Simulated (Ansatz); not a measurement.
# CH7BSi2: basis-set convergence

One table from this session's results is given with a row withheld; the runs are named, their logs left out.

Method: one geometry, several basis sets; program: Ansatz 0.2.0, Gaussian basis.

The runs, in order: PBE0-D4/def2-SVP; ωB97M-V/def2-SVP; PBE0-D4/def2-QZVPP; ωB97M-V/def2-QZVPP; the functionals' def2-TZVPP values are taken from earlier runs.

## The geometry

All runs share one geometry, relaxed beforehand with PBE0-D4 in a triple-zeta def2 set.

SMILES `B1[SiH2]C[SiH2]1`, 11 atoms, charge 0, spin multiplicity 1.

Atoms are counted from 1 here; the program's logs count them from 0.

Bond lengths: B1–Si2 2.028 Å, B1–Si4 2.028 Å, B1–H5 1.190 Å, Si2–C3 1.901 Å, Si2–H6 1.494 Å, Si2–H7 1.492 Å, C3–Si4 1.901 Å, C3–H8 1.089 Å, C3–H9 1.095 Å, Si4–H10 1.492 Å, Si4–H11 1.494 Å. Angles: Si2–B1–Si4 83.7°, Si2–B1–H5 138.0°, Si4–B1–H5 138.0°, B1–Si2–C3 89.2°, B1–Si2–H6 107.7°, B1–Si2–H7 123.4°, C3–Si2–H6 109.8°, C3–Si2–H7 117.0°, H6–Si2–H7 108.2°, Si2–C3–Si4 90.8°, Si2–C3–H8 118.7°, Si2–C3–H9 109.5°, Si4–C3–H8 118.7°, Si4–C3–H9 109.5°, H8–C3–H9 108.5°, B1–Si4–C3 89.2°, B1–Si4–H10 123.4°, B1–Si4–H11 107.8° and more.

The first run:

in.yaml reads:

```yaml
crystal:
  periodic: [false, false, false]
  atoms:
    - {symbol: B, position_ang: [-0.399721, 0.934219, -1.226910]}
    - {symbol: Si, position_ang: [-0.003529, 1.131185, 0.752324]}
    - {symbol: C, position_ang: [0.690191, -0.638452, 0.762129]}
    - {symbol: Si, position_ang: [-0.266804, -1.049903, -0.827839]}
    - {symbol: H, position_ang: [-0.529944, 1.638201, -2.177142]}
    - {symbol: H, position_ang: [-1.310010, 1.167405, 1.476525]}
    - {symbol: H, position_ang: [0.869163, 2.203029, 1.313019]}
    - {symbol: H, position_ang: [0.529946, -1.257806, 1.643918]}
    - {symbol: H, position_ang: [1.763522, -0.611880, 0.546243]}
    - {symbol: H, position_ang: [0.358829, -2.034077, -1.757798]}
    - {symbol: H, position_ang: [-1.636141, -1.538922, -0.483869]}
basis:
  gaussian: {orbitals: def2-SVP}
hamiltonian: {xc: pbe0, dispersion: d4}
output: {orbitals: {seedname: orbitals}}
```

Run with:

```sh
> ansatz run in.yaml --threads 2 --pin off --events-out ev --progress --plain --max-ram 4352MiB
```

Among the steps run: PBE0-D4 in def2-SVP; ωB97M-V in def2-SVP; PBE0-D4 in def2-QZVPP; ωB97M-V in def2-QZVPP.

One of the session's tables, all rows but one given; the rest of the session is left out.

It belongs to the step «Functionals by basis». 

```
functional       basis  HOMO (eV)  LUMO (eV)
   PBE0-D4    def2-SVP          ?          ?
   PBE0-D4  def2-TZVPP      -7.10      -2.81
   PBE0-D4  def2-QZVPP      -7.10      -2.81
   ωB97M-V    def2-SVP      -9.15      -0.72
   ωB97M-V  def2-TZVPP      -9.16      -0.83
   ωB97M-V  def2-QZVPP      -9.17      -0.86
```

Q: Estimate the row for PBE0-D4, def2-SVP from the others.

**Answer.** HOMO (eV): -7.12; LUMO (eV): -2.77. In the column «HOMO (eV)» it lies between ωB97M-V, def2-SVP (-9.15) and PBE0-D4, def2-TZVPP (-7.10).
